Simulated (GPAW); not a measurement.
Runs of GPAW 26.7.0 on Ba2Tl5V3O12. It takes space group P-3m1 (No. 164, trigonal). The conventional cell has a = 8.154 Å, b = 8.154 Å, c = 6.921 Å, α = 90.00°, β = 90.00°, γ = 120.00°. Ba (site symmetry 3m) has 6 O at 2.80 Å as nearest neighbours. V (site symmetry 2/m) is surrounded by 4 O at 1.82 Å. Around Tl (site symmetry 2/m) lie 4 O at 2.53 Å. Around Tl (site symmetry 3m) lie 6 O at 2.73 Å and 3 V at 2.82 Å and 3 Tl at 3.03 Å. Around O (site symmetry 1) lie 1 V at 1.82 Å. The cell was built by a generator and needn't be a form met in nature.

| task | level | potentials or basis | U | k mesh | ranks | band path | band points | mesh quality | gap on the mesh (eV) | pressure (GPa) | moment (μB) | largest force (eV/Å) |
| --- | --- | --- | --- | --- | --- | --- | --- | --- | --- | --- | --- | --- |
| band structure | LDA | the program's PAW data sets (release 1.2.1) made for this functional, pw | - | 3 × 3 × 3 | 8 | GMKGALHA,LM,KH | 60 | not flagged | - | -7.1 | 0.00 | 0.51 |
| single point | PBE+D3(BJ) | GPAW PAW data sets (gpaw-data 1.2.1), pw | - | 2 × 2 × 2 | - | - | - | coarse | none | (b) | 0.00 | 0.20 |
| band structure | PBE | GPAW PAW data sets (gpaw-data 1.2.1), pw | - | 3 × 3 × 3 | 8 | GMKGALHA,LM,KH | 80 | not flagged | - | 0.7 | 0.00 | 0.22 |
| band structure | PBE+U | GPAW PAW data sets (gpaw-data 1.2.1), pw | V d U = 4 eV | 3 × 3 × 3 | 8 | GMKGALHA,LM,KH | 80 | not flagged | - | (a) | 1.34 | 1.05 |
| single point | PBE+D3 | GPAW PAW data sets (gpaw-data 1.2.1), pw | - | 2 × 2 × 2 | - | - | - | coarse | none | -0.8 | 0.00 | (c) |

Alike in all rows: spin collinear, ferromagnetic start; cell as given; cutoff (eV) 800; smearing fermi-dirac 0.05 eV.

Q: Estimate the missing entries.

A: (a) 3.0; (b) -1.4; (c) 0.21.

Caveats: some runs use coarse meshes; semilocal functionals often make such compounds metallic where correlation or magnetic order opens a gap, which also shifts bond lengths (some runs); spin-orbit coupling is left out, which moves the levels of the heavy elements (some runs); pairwise dispersion overbinds metals, which lowers pressure and volume (some runs); forces of over 1 eV/Å show positions far from the minimum, so gaps and moduli don't describe the material at rest (some runs).

A k mesh can miss the band edges, and the runs leave out spin-orbit coupling on Ba, Tl.

A gap of «none» marks a metal or a gap under the smearing width.
